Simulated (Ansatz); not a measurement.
# Na2ZnSb (element-swapped structure): how the settings move a single-point run

Aim: see which settings change the result for Na2ZnSb (element-swapped structure), by how much, and at what cost.

Computed with Ansatz 0.2.0 (reference: DFT r2SCAN, plane waves, PAW, scalar-relativistic, no spin polarisation, unless a step's input says otherwise).

## Step 1: Starting point

It takes space group Cmcm (No. 63, orthorhombic). Conventional cell: a = 9.700 Å, b = 7.829 Å, c = 5.804 Å, α = 90.00°, β = 90.00°, γ = 90.00°. Sb (site symmetry m2m) is surrounded by 2 Zn at 2.55 Å. Zn (site symmetry 2/m) is surrounded by 2 Sb at 2.55 Å and 2 Zn at 2.90 Å. Na (site symmetry m) has 4 Sb at 3.31 to 3.44 Å and 5 Na at 3.39 to 3.67 Å and 4 Zn at 3.59 to 3.64 Å as nearest neighbours.

Structure file:

```cif
data_structure
_symmetry_space_group_name_H-M 'Cmcm'
_symmetry_Int_Tables_number 63
_cell_length_a 9.6996
_cell_length_b 7.8294
_cell_length_c 5.8038
_cell_angle_alpha 90.000
_cell_angle_beta 90.000
_cell_angle_gamma 90.000
_cell_volume 440.76
loop_
_atom_site_label
_atom_site_type_symbol
_atom_site_symmetry_multiplicity
_atom_site_Wyckoff_symbol
_atom_site_fract_x
_atom_site_fract_y
_atom_site_fract_z
_atom_site_occupancy
Sb1 Sb 4 c 0.50000 0.26858 0.25000 1
Zn1 Zn 4 b 0.50000 0.00000 0.00000 1
Na1 Na 8 g 0.17479 0.14055 0.25000 1
```

## Step 2: Reference

Contents of input.yaml:

```yaml
crystal:
  lattice:
    - [4.849822, 3.9147, 0.0]
    - [4.849822, -3.9147, 0.0]
    - [0.0, 0.0, -5.803831]
  atoms:
    - { symbol: Sb, position: [0.76858, 0.23142, 0.75] }
    - { symbol: Sb, position: [0.23142, 0.76858, 0.25] }
    - { symbol: Zn, position: [0.5, 0.5, 0.0] }
    - { symbol: Zn, position: [0.5, 0.5, 0.5] }
    - { symbol: Na, position: [0.31534, 0.03424, 0.75] }
    - { symbol: Na, position: [0.68466, 0.96576, 0.25] }
    - { symbol: Na, position: [0.03424, 0.31534, 0.25] }
    - { symbol: Na, position: [0.96576, 0.68466, 0.75] }
  symmetry: { tolerance: 0.0003 }
kpoints:
  mp_grid: { grid: [3, 3, 3], shift: [0, 0, 0] }
magnetization:
  spin_polarized: false
scf:
  occupations: { method: fermi_dirac }
hamiltonian:
  pseudopotentials: { kind: paw }
  xc: r2scan
basis:
  ecutwfc: 500
output:
  forces: true
  stress: true
  eigenvalues: true
  write_density: true
  write_potential: true
  elf: true
  volumetric_format: npy
```

Launch:

```bash
$ ansatz run input.yaml --threads 1 --pin off --max-ram 2560MiB --backend cpu --events-out ev --progress --plain --runs-dir out
```

## Step 3: Changing settings: starting moments, spin_polarized true

Contents of input.yaml:

```yaml
crystal:
  lattice:
    - [4.849822, 3.9147, 0.0]
    - [4.849822, -3.9147, 0.0]
    - [0.0, 0.0, -5.803831]
  atoms:
    - { symbol: Sb, position: [0.76858, 0.23142, 0.75], spin: 0.2 }
    - { symbol: Sb, position: [0.23142, 0.76858, 0.25], spin: 0.2 }
    - { symbol: Zn, position: [0.5, 0.5, 0.0], spin: 0.2 }
    - { symbol: Zn, position: [0.5, 0.5, 0.5], spin: 0.2 }
    - { symbol: Na, position: [0.31534, 0.03424, 0.75], spin: 0.2 }
    - { symbol: Na, position: [0.68466, 0.96576, 0.25], spin: 0.2 }
    - { symbol: Na, position: [0.03424, 0.31534, 0.25], spin: 0.2 }
    - { symbol: Na, position: [0.96576, 0.68466, 0.75], spin: 0.2 }
  symmetry: { tolerance: 0.0003 }
kpoints:
  mp_grid: { grid: [3, 3, 3], shift: [0, 0, 0] }
magnetization:
  spin_polarized: true
scf:
  occupations: { method: fermi_dirac }
hamiltonian:
  pseudopotentials: { kind: paw }
  xc: r2scan
basis:
  ecutwfc: 500
output:
  forces: true
  stress: true
  eigenvalues: true
```

## Step 4: Changed: accuracy high

Changes to input.yaml since step 2:

```diff
@@ -30,5 +30,2 @@
   eigenvalues: true
-  write_density: true
-  write_potential: true
-  elf: true
-  volumetric_format: npy
+accuracy: high
```

## Step 5: Variant: lower_state_search standard, ecutwfc 350 eV

Changes to input.yaml since step 2:

```diff
@@ -21,2 +21,3 @@
   occupations: { method: fermi_dirac }
+  lower_state_search: standard
 hamiltonian:
@@ -25,3 +26,3 @@
 basis:
-  ecutwfc: 500
+  ecutwfc: "350 eV"
 output:
@@ -30,5 +31 @@
   eigenvalues: true
-  write_density: true
-  write_potential: true
-  elf: true
-  volumetric_format: npy
```

## Step 6: The same system, input altered

Changes to input.yaml since step 2:

```diff
@@ -6,3 +6,3 @@
   atoms:
-    - { symbol: Sb, position: [0.76858, 0.23142, 0.75] }
+    - { symbol: Sb, position: [0.76858, 0.23142, 0.75], spin: 2.0 }
     - { symbol: Sb, position: [0.23142, 0.76858, 0.25] }
@@ -17,6 +17,5 @@
   mp_grid: { grid: [3, 3, 3], shift: [0, 0, 0] }
-magnetization:
-  spin_polarized: false
 scf:
   occupations: { method: fermi_dirac }
+  max_iter: 80
 hamiltonian:
@@ -30,5 +29 @@
   eigenvalues: true
-  write_density: true
-  write_potential: true
-  elf: true
-  volumetric_format: npy
```

(Steps that only read results are left out.)

Before running it: what results should come out? Wanted: for each run, ending; energy change; pressure; gap; force.

**Answer**, as computed:

| run | ending | energy change | pressure (GPa) | gap (eV) | force (eV/Å) | cycles | time |
| --- | --- | --- | --- | --- | --- | --- | --- |
| reference | converged | 0 | -0.5 | 0.00 | 0.97 | 10 | 15 s |
| 1: starting moments, spin_polarized true | converged | 0.0 meV/atom | -0.5 | 0.00 | 0.97 | 20 | 41 s |
| 2: accuracy high | converged | 0.0 meV/atom | -0.5 | 0.00 | 0.97 | 14 | 22 s |
| 3: lower_state_search standard, ecutwfc 350 eV | converged | +6.5 meV/atom | -0.5 | 0.00 | 0.98 | 10 | 8.7 s |
| 4: starting moments, spin_polarized left out | refused | - | - | - | - | - | 0.02 s |

Times don't compare one to one where runs were asked for different outputs or read a saved state (see the inputs); cycles may leave out searches for a lower state.

Residual by cycle in the longest SCF loop of each run; runs are numbered as in the table. The quantity is the density residual dr2, in eV.

| cycle | reference | run 1 | run 2 | run 3 |
| --- | --- | --- | --- | --- |
| 1 | 0.14 | 3.36 | 0.14 | 0.136 |
| 3 | 0.013 | 0.103 | 0.013 | 0.0115 |
| 4 | 0.00311 | 0.022 | 0.00311 | 0.00282 |
| 6 | 4.6e-5 | 7.2e-4 | 4.6e-5 | 3.6e-5 |
| 8 | 1.1e-6 | 2.1e-4 | 1.1e-6 | 8.2e-7 |
| 10 | 5.4e-8 | 4.5e-5 | 5.4e-8 | 2.4e-8 |
| 11 | - | 2.3e-5 | 2.5e-9 | - |
| 13 | - | 1.3e-6 | 1.2e-10 | - |
| 15 | - | 7.9e-8 | - | - |
| 17 | - | 2.1e-8 | - | - |
| 18 | - | 6.0e-9 | - | - |
| 20 | - | 6.4e-10 | - | - |

What this shows: Of the converged runs whose energies compare with the reference's, «lower_state_search standard, ecutwfc 350 eV» moves the energy most (+6.5 meV/atom). Run 3 ran under the cutoff that the potentials recommend, as the log warns, so basis error is mixed into its values. Of the variants the dearest is «starting moments, spin_polarized true» (41 s), the cheapest «lower_state_search standard, ecutwfc 350 eV» (8.7 s), on a shared host. 1 of the 4 altered inputs did not end normally.

The reference is no final answer either: its mesh is coarse for a cell with so small a gap or none; the structure is made up and not relaxed.
